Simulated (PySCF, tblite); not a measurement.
# C5H11OSi radical: geometry, infrared bands and EPR parameters

Aim: predict the infrared bands and EPR parameters of C5H11OSi radical (`C=CO[SiH]CCC`).

The runs use tblite 0.8.0 and PySCF 2.14.0, with density-fitted response routines of our own; the level of theory stands in each step. All values are computed, except where a source is named. Atoms are numbered from 0 throughout.

**1. Starting geometry**

18 atoms, charge 0, multiplicity 2; geometry from: force field or distance geometry start.

Bonds of the start (Å): C0–C1 1.31, C1–O2 1.39, O2–Si3 1.70, Si3–C4 1.86, C4–C5 1.51, C5–C6 1.54, C0–H7 1.10, C0–H8 1.07, C1–H9 1.07, Si3–H10 1.45, C4–H11 1.11, C4–H12 1.12, C5–H13 1.11, C5–H14 1.12, C6–H15 1.11, C6–H16 1.09, C6–H17 1.11.

**2. Geometry optimisation with GFN2-xTB**

The job: settings as JSON, then the geometry in Å.

```
{"job": {"kind": "relax", "xc": "GFN2-xTB", "basis": "xTB"}, "charge": 0, "multiplicity": 2}
C     -2.691400     1.964800    -0.420900
C     -1.709600     1.270300    -0.946200
O     -1.795700    -0.077000    -1.272500
Si    -1.409200    -1.245400    -0.100400
C      0.428500    -1.501800    -0.028300
C      1.172500    -0.231400    -0.357500
C      2.684000    -0.496900    -0.296100
H     -2.609900     3.023000    -0.151200
H     -3.639400     1.490100    -0.245600
H     -0.766200     1.762500    -1.098200
H     -1.959400    -0.859700     1.188900
H      0.667300    -1.805700     1.013700
H      0.648500    -2.336400    -0.746000
H      0.980700     0.132000    -1.390200
H      0.913600     0.598100     0.341200
H      2.831000    -1.582700    -0.465800
H      3.222600     0.111100    -1.019800
H      3.023400    -0.208500     0.718500
```

Command:

```sh
OMP_NUM_THREADS=1 python probes_run.py task.json out
```

One launch serves the whole session: the jobs run in the order shown.

**Question.** This job is followed by: GFN2-xTB harmonic vibrations, gas phase; UKS B3LYP, pcH-1 on C H O Si, non-relativistic, mean-field spin-orbit, GIAO. What will the session give for the following? strongest single infrared mode (GFN2-xTB); zero-point energy (GFN2-xTB); g(iso) (B3LYP); ⟨S²⟩; largest a(iso) (averaged by class); surface potential, 1st and 99th percentile.

**Answer**, as computed:

| quantity | value |
| --- | --- |
| strongest single infrared mode (GFN2-xTB) | 2228 cm⁻¹, 285 km/mol |
| zero-point energy (GFN2-xTB) | 92.1 kcal/mol |
| g(iso) (B3LYP) | 2.00243 |
| ⟨S²⟩ | 0.751 (exact 0.75) |
| largest a(iso) (averaged by class) | 29Si on Si3, -524.5 MHz |
| surface potential, 1st and 99th percentile | -0.76 V and 0.83 V |

The optimisation took 192 steps and gained 0.613 eV; among the close pairs (by a distance rule), O2–Si3 changed most, from 1.700 to 1.640 Å. No mode is imaginary among the 48: a minimum at this level. The strongest single mode, at 2228 cm⁻¹, moves mainly H10. GFN2-xTB is a fitted tight-binding method: band positions and strengths are rough. Its intensities can rank the bands wrongly. Si3 carries the largest spin population, 0.85 e. The isotropic g lies 0.1 ppt above the free-electron value.
